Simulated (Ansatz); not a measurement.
# AlGaHCl (triplet): wave-function methods side by side at a displaced geometry (v1), cc-pVDZ

The task here is to estimate one member of a computed series from the others.

Method: cc-pVDZ, core rule «outside noble gas», up to 24 orbitals frozen; program: Ansatz 0.2.0, Gaussian basis.

The runs, in order: UHF; CCSD(T) on ROHF; CCSD(T) on UHF; BCCD(T) on ROHF; CISD as a restricted active space (open shells left free, so some higher excitations enter); CCSDT(Q) on ROHF; CCSDT(Q) on UHF.

19 further runs of the same task are left out: 6 that didn't finish, 13 set aside as unsound or not needed. Runs told in other sessions of the task aren't counted.

## The geometry

The geometry is a PBE0/def2-TZVP stationary point (not a proven minimum) with its atoms shifted at random (size 0.040 Å). No spin-orbit coupling is included. The filled d shell of Ga may be among the frozen orbitals whatever the setting's name suggests.

4 atoms, charge 0, spin multiplicity 3.

Atoms are counted from 1 here; the program's logs count them from 0.

Bond lengths: Cl1–Al2 2.107 Å, Al2–Ga3 2.539 Å, Al2–H4 1.578 Å. Angles: Cl1–Al2–Ga3 117.7°, Cl1–Al2–H4 122.6°, Ga3–Al2–H4 119.7°.

The first run:

in.yaml

```yaml
crystal:
  periodic: [false, false, false]
  atoms:
    - {symbol: Cl, position_ang: [-0.024087, -0.473292, 2.418474]}
    - {symbol: Al, position_ang: [-0.024920, 0.862409, 0.788321]}
    - {symbol: Ga, position_ang: [0.023044, -0.128181, -1.548866]}
    - {symbol: H, position_ang: [-0.079733, 2.428343, 0.971598]}
basis:
  gaussian: {orbitals: cc-pVDZ}
magnetization: {spin_polarized: true, initial_magnetization: 2}
hamiltonian: {xc: hf}
output: {orbitals: {seedname: orbitals}}
```

Run with:

```console
> ansatz run in.yaml --threads 1 --pin off --events-out ev --progress --plain --max-ram 2393MiB
```

Among the steps run: UHF; CCSD(T) on ROHF; CCSD(T) on UHF; BCCD(T) on ROHF; CISD as a restricted active space (open shells left free, so some higher excitations enter); CCSDT(Q) on ROHF; CCSDT(Q) on UHF.

One table of the session follows, with a row left open; its other results are not shown here.

```
   method  from UCCSDT(Q) (meV)
     ROHF               +7315.3
      UHF               +7196.0
     RMP2               +1185.8
     UMP2               +1186.8
     CISD                +937.0
    RCCSD                +233.4
    UCCSD                     ?
 RCCSD(T)                 +55.3
 UCCSD(T)                 +47.5
  BCCD(T)                 +53.9
   RCCSDT                 +22.5
   UCCSDT                 +14.3
RCCSDT(Q)                  +8.6
UCCSDT(Q)                     0
```

Estimate the missing values for UCCSD.

The run gave: from UCCSDT(Q) (meV): +220.6. In the column «from UCCSDT(Q) (meV)» it lies between RCCSD(T) (+55.3) and RCCSD (+233.4).

To keep in mind: Restricted and unrestricted rows rest on different reference determinants; a gap between their highest levels can come from leftover correlation error, from unlike frozen cores or from another state.
